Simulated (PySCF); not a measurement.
# CH8GePSi: the cost of one run

Computed with PySCF 2.14.0 and routines of our own; the level stands in each step. Atoms count from 0.

### Step 1. The starting structure

12 atoms, charge 0, multiplicity 2; geometry from: GFN2-xTB.

### Step 2. Open-shell or spin-flip excitations: unrestricted TDDFT PBE0/def2-SVPD

The job: settings as JSON, then the geometry in Å.

```
{"job": {"kind": "uabs", "xc": "PBE0", "basis": "def2-SVPD", "nstates": 10, "tda": false}, "charge": 0, "multiplicity": 2}
Si    -1.643218     0.680131     0.039663
C     -0.792445    -1.009852    -0.134003
Ge     1.112680    -0.986657     0.546281
P      2.211800     0.831121    -0.437206
H     -3.046140     0.519653    -0.366345
H     -0.981419     1.645457    -0.841742
H     -1.589315     1.128979     1.431335
H     -1.346043    -1.764275     0.423603
H     -0.786824    -1.327205    -1.177274
H      0.901555    -0.419279     2.015011
H      2.508038     0.178201    -1.626875
H      3.452529     0.523043     0.101523
```

With the program's defaults for keys left out, this is: unrestricted TDDFT PBE0/def2-SVPD, vertical, gas phase, core orbitals frozen in the response.

On the command line:

```console
> OMP_NUM_THREADS=1 python excited_run.py task.json out
```

One launch serves the whole session: the jobs run in the order shown.

**Question.** How long does this first job take on 1 thread of Intel Xeon at 2.50GHz, shared host, and how much memory does it need?

About 2.2 min, with a peak of 0.6 GiB.
